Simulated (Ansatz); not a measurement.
# CH6AlNOS: up Jacob's ladder to CCSD(T)

One table from this session's results is given with a row withheld; the runs are named, their logs left out.

Computed with Ansatz 0.2.0, Gaussian basis. Level: functionals in def2-TZVPP, the program's frozen cores in correlated methods.

Plan: LDA (SPW92), PBE-D4, revPBE-D4, BLYP-D4, r2SCAN-D4, B97M-V, PBE0-D4, B3LYP-D4, r2SCANh-D4, r2SCAN0-D4, HSE06-D4, BHLYP-D4, CAM-B3LYP-D4, LC-ωPBE, ωB97X-V, ωB97M-V, B2PLYP, PBE-QIDH; CCSD(T)/def2-SVP; CCSD(T)/def2-TZVPP; MP2/def2-QZVPP; extrapolation to the limit; RPA on PBE.

## Structure used throughout

All runs share one geometry, relaxed beforehand with PBE0-D4 in a triple-zeta def2 set.

SMILES `C[NH][Al]([OH])[SH]`, 11 atoms, charge 0, spin multiplicity 1.

Atoms are counted from 1 here; the program's logs count them from 0.

Bond lengths: C1–N2 1.447 Å, C1–H6 1.096 Å, C1–H7 1.093 Å, C1–H8 1.096 Å, N2–Al3 1.757 Å, N2–H9 1.008 Å, Al3–O4 1.692 Å, Al3–S5 2.189 Å, O4–H10 0.954 Å, S5–H11 1.344 Å. Angles: N2–C1–H6 112.4°, N2–C1–H7 110.2°, N2–C1–H8 112.4°, H6–C1–H7 106.9°, H6–C1–H8 107.8°, H7–C1–H8 106.9°, C1–N2–Al3 128.0°, C1–N2–H9 112.5°, Al3–N2–H9 119.5°, N2–Al3–O4 118.2°, N2–Al3–S5 118.0°, O4–Al3–S5 123.8°, Al3–O4–H10 125.6°, Al3–S5–H11 93.3°.

The first run:

The input, in.yaml:

```yaml
crystal:
  periodic: [false, false, false]
  atoms:
    - {symbol: C, position_ang: [-0.403145, -0.457253, 1.818785]}
    - {symbol: N, position_ang: [0.582786, -0.198300, 0.792183]}
    - {symbol: Al, position_ang: [0.306354, 0.217620, -0.892618]}
    - {symbol: O, position_ang: [1.653702, 0.469434, -1.884976]}
    - {symbol: S, position_ang: [-1.763336, 0.381053, -1.585907]}
    - {symbol: H, position_ang: [-0.333787, 0.251252, 2.652724]}
    - {symbol: H, position_ang: [-1.410855, -0.364184, 1.405588]}
    - {symbol: H, position_ang: [-0.320079, -1.469753, 2.231191]}
    - {symbol: H, position_ang: [1.527693, -0.278304, 1.135162]}
    - {symbol: H, position_ang: [1.625826, 0.700586, -2.809874]}
    - {symbol: H, position_ang: [-1.399759, 0.690749, -2.841656]}
basis:
  gaussian: {orbitals: def2-TZVPP}
hamiltonian: {xc: lda}
output: {orbitals: {seedname: orbitals}}
```

The run is started by

```bash
> ansatz run in.yaml --threads 4 --pin off --events-out ev --progress --plain --max-ram 10444MiB
```

Among the steps run: LDA; PBE-D4 (GGA); revPBE-D4 (GGA); BLYP-D4 (GGA); r2SCAN-D4 (meta-GGA); B97M-V (meta-GGA); B3LYP-D4 (hybrid); r2SCANh-D4 (hybrid); r2SCAN0-D4 (hybrid); HSE06-D4 (hybrid); BHLYP-D4 (hybrid); CAM-B3LYP-D4 (range-separated); LC-ωPBE (range-separated); ωB97X-V (range-separated); ωB97M-V (range-separated); B2PLYP (double hybrid); PBE-QIDH (double hybrid).

One table of the session follows, with a row left open; its other results are not shown here.

It belongs to the step «Frontier levels by functional». 

```
  functional  HOMO (eV)  gap (eV)
 LDA (SPW92)          ?         ?
      PBE-D4      -5.40      4.38
   revPBE-D4      -5.34      4.45
     BLYP-D4      -5.27      4.29
   r2SCAN-D4      -5.65      5.13
      B97M-V      -5.73      4.91
     PBE0-D4      -6.73      6.54
    B3LYP-D4      -6.50      6.01
  r2SCANh-D4      -6.16      5.88
  r2SCAN0-D4      -6.92      7.01
    HSE06-D4      -6.33      5.77
    BHLYP-D4      -7.98      8.50
CAM-B3LYP-D4      -8.13      8.78
     LC-ωPBE      -9.53     11.45
     ωB97X-V      -9.16     10.86
     ωB97M-V      -9.06     10.41
```

**Question.** Estimate the row for LDA (SPW92).

The run gave: HOMO (eV): -5.54; gap (eV): 4.29. In the column «HOMO (eV)» it lies between r2SCAN-D4 (-5.65) and PBE-D4 (-5.40).
